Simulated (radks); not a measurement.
# K in [Ne] 3s1 3p6 4s1 5s1: an all-electron calculation

Wanted: eigenvalues, radial structure and energy terms of neutral potassium.

Program: radks (a radial shooting solver on a logarithmic mesh, Libxc functionals) version 1. Level of theory: non-relativistic Kohn-Sham, r2SCAN, spin-unpolarised, spherical densities, point nucleus. These are calculated values, not measurements, unless marked.

**1. The atom as given**

* element: potassium (Z = 19)
* charge: 0
* electrons: 19
* configuration: [Ne] 3s1 3p6 4s1 5s1

Outer shells as boxes (Hund's rule):

K
```
[Ne] core
3s [↑ ]
3p [↑↓][↑↓][↑↓]
4s [↑ ]
5s [↑ ]
```

**2. The run**

The run's settings:

```text
Z 19
configuration [Ne] 3s1 3p6 4s1 5s1 4p0 6s0 4f0
relativity non-relativistic
functional r2scan,r2scan
spin unpolarised
nucleus point
```

Launch:

```sh
python run_ks.py task.json out
```

All runs below come from this command, one after another.

**Question.** What will this run give?

The runs gave:

```
                        quantity                value
                    total energy   -598.36224 hartree
exchange-correlation share of it               5.49 %
                            −T/E               0.9990
          highest occupied level        5s, -1.241 eV
    most extended occupied level  5s, <r> = 10.4 bohr
 radius at density 0.001 e/bohr³            4.43 bohr
    maxima of the radial density                    4
```

5 principal shells are occupied and 4 maxima appear in the radial density; where shells overlap, one shows as a shoulder or not at all. The ratio −T/E is 0.9990; for a non-relativistic Coulomb system it is 1 up to the kinetic part of correlation. This is not the tabulated ground configuration, so its levels and sizes aren't those of the ground state, and no measured value stands beside it.
